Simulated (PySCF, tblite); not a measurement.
# C₇H₁₀N+: a rotation path, then NMR shifts on frames, part 1 of 2

How do NMR shifts of C₇H₁₀N+ (`C[NH2+]c1ccccc1`) change as the atoms move?

Computed with tblite 0.8.0 and PySCF 2.14.0, with density-fitted response routines of our own, on a single molecule in the gas phase. Atoms count from 0, in the outputs and in this text.

### 1 Starting geometry

18 atoms, charge 1, multiplicity 1; geometry from: GFN2-xTB.

Bonds of the start (Å): C0–N1 1.48, N1–C2 1.48, C2–C3 1.38, C3–C4 1.39, C4–C5 1.39, C5–C6 1.39, C6–C7 1.39, C7–C2 1.38, C0–H8 1.09, C0–H9 1.09, C0–H10 1.09, N1–H11 1.03, N1–H12 1.03, C3–H13 1.08, C4–H14 1.08, C5–H15 1.08, C6–H16 1.08, C7–H17 1.08.

### 2 A band between two rotamers with GFN2-xTB

What the job is given:

```
{"job": {"kind": "neb", "xc": "GFN2-xTB", "basis": "xTB", "atoms": [7, 2, 1, 0], "turn": 120}, "charge": 1, "multiplicity": 1}
C     -2.424175     0.158397    -0.513236
N     -1.561888    -0.581021     0.439066
C     -0.131795    -0.253379     0.268266
C      0.407768     0.807538     0.974837
C      1.741963     1.129853     0.785227
C      2.515751     0.393996    -0.097891
C      1.962648    -0.665957    -0.798258
C      0.628492    -0.994218    -0.619970
H     -2.133720    -0.086984    -1.532939
H     -3.469876    -0.102865    -0.363513
H     -2.296202     1.228706    -0.363981
H     -1.692723    -1.590902     0.298858
H     -1.846094    -0.350785     1.399662
H     -0.195629     1.374456     1.668090
H      2.173341     1.953913     1.330058
H      3.554185     0.646126    -0.239894
H      2.565624    -1.241468    -1.481848
H      0.193569    -1.819090    -1.164193
```

Level: GFN2-xTB climbing-image nudged elastic band, gas phase.

Started as:

```
> OMP_NUM_THREADS=1 python probes_run.py task.json out
```

The driver reads the jobs from task.json and runs them one after another.

The program printed:

```text
image   E - E0 / eV
  0      -0.0000
  1       0.0186
  2       0.0691
  3       0.1013
  4       0.1101
  5       0.1015
  6       0.0715
  7       0.0215
  8      -0.0000
```

Run time: 3 s. Hardware: 1 thread of Arm Neoverse V1, shared host; peak memory 0.17 GiB.

The final band, with the dihedral C7–C2–N1–C0:

| image | dihedral (°) | energy (eV) | energy (kcal/mol) |
| --- | --- | --- | --- |
| 0 | -89 | 0.000 | 0.0 |
| 1 | -67 | 0.019 | 0.4 |
| 2 | -46 | 0.069 | 1.6 |
| 3 | -24 | 0.101 | 2.3 |
| 4 | -1 | 0.110 | 2.5 |
| 5 | 22 | 0.102 | 2.3 |
| 6 | 44 | 0.071 | 1.6 |
| 7 | 65 | 0.022 | 0.5 |
| 8 | 89 | 0.000 | 0.0 |

### 3 Nuclear shieldings: image 0, PBE0/pcSseg-1

What the job is given:

```
{"job": {"kind": "nmr", "xc": "PBE0", "basis": "pcSseg-1", "pop": false}, "charge": 1, "multiplicity": 1}
C     -2.424200     0.158400    -0.513200
N     -1.561900    -0.581000     0.439100
C     -0.131800    -0.253400     0.268300
C      0.407800     0.807500     0.974800
C      1.742000     1.129900     0.785200
C      2.515800     0.394000    -0.097900
C      1.962600    -0.666000    -0.798300
C      0.628500    -0.994200    -0.620000
H     -2.133700    -0.087000    -1.532900
H     -3.469900    -0.102900    -0.363500
H     -2.296200     1.228700    -0.364000
H     -1.692700    -1.590900     0.298900
H     -1.846100    -0.350800     1.399700
H     -0.195600     1.374500     1.668100
H      2.173300     1.953900     1.330100
H      3.554200     0.646100    -0.239900
H      2.565600    -1.241500    -1.481800
H      0.193600    -1.819100    -1.164200
```

Method: GIAO PBE0/pcSseg-1 NMR shielding, non-relativistic, gas phase.

The program printed:

```text
coarse grid: 14864 points
cycle   1  E = -326.7255003580  dE =  1.604e+00  |g| = 4.690e-01  |ddm| = 3.957e+00
cycle   2  E = -326.6687528299  dE =  5.675e-02  |g| = 6.932e-01  |ddm| = 1.437e+00
cycle   3  E = -326.7883513954  dE = -1.196e-01  |g| = 9.082e-02  |ddm| = 7.321e-01
cycle   4  E = -326.7897615616  dE = -1.410e-03  |g| = 5.258e-02  |ddm| = 1.271e-01
cycle   5  E = -326.7904792438  dE = -7.177e-04  |g| = 1.050e-02  |ddm| = 6.140e-02
cycle   6  E = -326.7905056288  dE = -2.639e-05  |g| = 2.985e-03  |ddm| = 1.226e-02
cycle   7  E = -326.7905077583  dE = -2.130e-06  |g| = 3.334e-04  |ddm| = 2.998e-03
final grid: 143168 points
cycle   8  E = -326.8341875445  dE = -4.254e-05  |g| = 8.197e-03  |ddm| = 4.711e-02
cycle   9  E = -326.8341874400  dE =  1.045e-07  |g| = 8.393e-03  |ddm| = 1.728e-02
cycle  10  E = -326.8342050169  dE = -1.758e-05  |g| = 6.406e-04  |ddm| = 8.384e-03
cycle  11  E = -326.8342050861  dE = -6.919e-08  |g| = 3.434e-04  |ddm| = 8.860e-04
cycle  12  E = -326.8342051155  dE = -2.936e-08  |g| = 6.267e-05  |ddm| = 3.447e-04
cycle  13  E = -326.8342051162  dE = -7.662e-10  |g| = 3.349e-05  |ddm| = 8.227e-05
cycle  14  E = -326.8342051165  dE = -2.844e-10  |g| = 2.338e-06  |ddm| = 3.055e-05
converged SCF energy = -326.8342051165

GIAO shielding tensors (ppm)
atom      isotropic    diamagn.    paramagn.     s11        s22        s33       span
  0 C      142.522     246.954    -104.432    117.185    124.446    185.933     68.749
  1 N      186.007     325.937    -139.930    159.216    183.881    214.923     55.708
  2 C       48.913     264.961    -216.048    -43.749     62.662    127.826    171.576
  3 C       61.890     252.915    -191.025    -31.808     45.930    171.548    203.356
  4 C       46.344     253.938    -207.594    -60.858     19.628    180.261    241.119
  5 C       43.520     254.588    -211.069    -68.613     14.621    184.550    253.164
  6 C       46.348     253.943    -207.595    -60.899     19.687    180.256    241.154
  7 C       61.864     252.949    -191.085    -31.857     46.031    171.419    203.276
  8 H       28.237      29.103      -0.865     23.661     27.413     33.638      9.976
  9 H       28.071      25.714       2.357     24.232     24.293     35.688     11.455
 10 H       28.239      29.108      -0.869     23.656     27.419     33.641      9.985
 11 H       25.631      31.566      -5.936     19.434     22.952     34.506     15.072
 12 H       25.635      31.562      -5.927     19.459     22.938     34.509     15.049
 13 H       24.101      32.398      -8.297     20.207     23.514     28.583      8.376
 14 H       23.292      29.161      -5.869     19.616     23.779     26.480      6.864
 15 H       23.173      28.606      -5.432     19.787     23.654     26.079      6.292
 16 H       23.290      29.163      -5.873     19.619     23.773     26.479      6.860
 17 H       24.111      32.420      -8.309     20.217     23.511     28.605      8.387
```

It took 26 s on 1 thread of Arm Neoverse V1, shared host; peak memory 0.82 GiB.

The references, computed at this level on geometries of the same kind, shield at (ppm): ¹H TMS 31.72, ¹³C TMS 186.9, ¹⁵N NH3 267.7. Their shielding less the atom's gives the shift. The references are single molecules in the gas phase, so shifts against H2O, NH3, PH3, H3PO4 or CFCl3 are not on the usual liquid scales and can be off by tens of ppm. Each atom is listed at this fixed geometry, with no averaging over motion; a spectrum would average atoms that exchange fast.

| atoms | environment | σ (ppm) | δ (ppm) |
| --- | --- | --- | --- |
| C5 | aromatic CH | 43.5 | 143.4 |
| C4 | aromatic CH | 46.3 | 140.6 |
| C6 | aromatic CH | 46.3 | 140.6 |
| C2 | aromatic carbon bearing nitrogen | 48.9 | 138.0 |
| C7 | aromatic CH | 61.9 | 125.1 |
| C3 | aromatic CH | 61.9 | 125.0 |
| C0 | methyl carbon bonded to N | 142.5 | 44.4 |
| H15 | hydrogen on an aromatic CH | 23.17 | 8.54 |
| H16 | hydrogen on an aromatic CH | 23.29 | 8.43 |
| H14 | hydrogen on an aromatic CH | 23.29 | 8.43 |
| H13 | hydrogen on an aromatic CH | 24.10 | 7.62 |
| H17 | hydrogen on an aromatic CH | 24.11 | 7.61 |
| H11 | hydrogen on an ammonium nitrogen | 25.63 | 6.09 |
| H12 | hydrogen on an ammonium nitrogen | 25.64 | 6.08 |
| H9 | hydrogen on a methyl carbon bonded to N | 28.07 | 3.65 |
| H8 | hydrogen on a methyl carbon bonded to N | 28.24 | 3.48 |
| H10 | hydrogen on a methyl carbon bonded to N | 28.24 | 3.48 |
| N1 | ammonium nitrogen | 186.0 | 81.7 |

Ring of atoms C2, C3, C4, C5, C6, C7: NICS(0) -10.0, NICS(1) -11.6, NICS(1)zz -29.1 ppm (means of both faces).

### 4 NMR shieldings: image 2, PBE0/pcSseg-1

What the job is given:

```
{"job": {"kind": "nmr", "xc": "PBE0", "basis": "pcSseg-1", "pop": false}, "charge": 1, "multiplicity": 1}
C     -2.419800    -0.194500    -0.700500
N     -1.600200    -0.315000     0.527000
C     -0.147900    -0.092600     0.317200
C      0.538400     0.721900     1.203200
C      1.891700     0.948500     1.004900
C      2.540200     0.376900    -0.077100
C      1.846100    -0.444800    -0.948900
C      0.498800    -0.696300    -0.748000
H     -2.123300    -0.948600    -1.424800
H     -3.473400    -0.332500    -0.467700
H     -2.273700     0.789500    -1.141200
H     -1.749000    -1.246600     0.938100
H     -1.923300     0.377900     1.215600
H      0.035200     1.171600     2.046900
H      2.436500     1.574400     1.693200
H      3.589200     0.565100    -0.239100
H      2.349600    -0.891300    -1.790700
H     -0.024000    -1.357300    -1.419800
```

Method: GIAO PBE0/pcSseg-1 NMR shielding, non-relativistic, gas phase.

The program printed:

```text
coarse grid: 14864 points
cycle   1  E = -326.7216904897  dE =  1.604e+00  |g| = 4.733e-01  |ddm| = 3.947e+00
cycle   2  E = -326.6622442829  dE =  5.945e-02  |g| = 7.046e-01  |ddm| = 1.437e+00
cycle   3  E = -326.7858683462  dE = -1.236e-01  |g| = 9.130e-02  |ddm| = 7.492e-01
cycle   4  E = -326.7872874499  dE = -1.419e-03  |g| = 5.315e-02  |ddm| = 1.273e-01
cycle   5  E = -326.7880217450  dE = -7.343e-04  |g| = 1.074e-02  |ddm| = 6.270e-02
cycle   6  E = -326.7880493701  dE = -2.763e-05  |g| = 2.989e-03  |ddm| = 1.228e-02
cycle   7  E = -326.7880515167  dE = -2.147e-06  |g| = 3.691e-04  |ddm| = 3.157e-03
final grid: 143168 points
cycle   8  E = -326.8321911438  dE = -4.320e-05  |g| = 8.146e-03  |ddm| = 4.507e-02
cycle   9  E = -326.8321914504  dE = -3.066e-07  |g| = 8.233e-03  |ddm| = 1.664e-02
cycle  10  E = -326.8322085146  dE = -1.706e-05  |g| = 5.254e-04  |ddm| = 8.235e-03
cycle  11  E = -326.8322085540  dE = -3.937e-08  |g| = 3.168e-04  |ddm| = 7.719e-04
cycle  12  E = -326.8322085785  dE = -2.458e-08  |g| = 5.677e-05  |ddm| = 3.180e-04
cycle  13  E = -326.8322085791  dE = -5.837e-10  |g| = 3.336e-05  |ddm| = 8.097e-05
cycle  14  E = -326.8322085794  dE = -2.884e-10  |g| = 2.117e-06  |ddm| = 3.036e-05
converged SCF energy = -326.8322085794

GIAO shielding tensors (ppm)
atom      isotropic    diamagn.    paramagn.     s11        s22        s33       span
  0 C      148.604     246.951     -98.347    123.502    136.574    185.736     62.234
  1 N      189.567     325.472    -135.905    168.529    184.007    216.166     47.637
  2 C       50.702     263.668    -212.966    -42.257     68.493    125.871    168.127
  3 C       60.317     253.737    -193.420    -33.112     48.843    165.218    198.330
  4 C       46.781     253.451    -206.670    -59.853     20.834    179.362    239.214
  5 C       43.000     254.615    -211.615    -68.985     14.529    183.455    252.440
  6 C       46.610     253.523    -206.913    -62.216     20.914    181.134    243.350
  7 C       63.057     254.317    -191.260    -33.780     40.166    182.785    216.564
  8 H       27.677      29.112      -1.435     22.076     27.459     33.497     11.422
  9 H       28.070      25.583       2.486     23.260     25.509     35.440     12.180
 10 H       28.351      28.942      -0.591     24.877     26.024     34.153      9.276
 11 H       25.187      31.031      -5.844     19.415     22.008     34.137     14.722
 12 H       25.878      32.223      -6.346     18.109     24.490     35.034     16.925
 13 H       24.153      31.883      -7.730     20.287     23.779     28.393      8.106
 14 H       23.354      28.821      -5.467     19.656     23.993     26.411      6.755
 15 H       23.183      28.581      -5.398     19.842     23.625     26.082      6.240
 16 H       23.277      29.481      -6.205     19.580     23.672     26.579      6.999
 17 H       23.937      32.932      -8.995     19.426     23.255     29.130      9.704
```

Wall time 25 s (1 thread of Arm Neoverse V1, shared host); peak memory 0.88 GiB.

This run: δ C5 143.9, C6 140.3, C4 140.1, C2 136.2, H15 8.53, H16 8.44 ppm.

(Continued in part 2 of 2.)
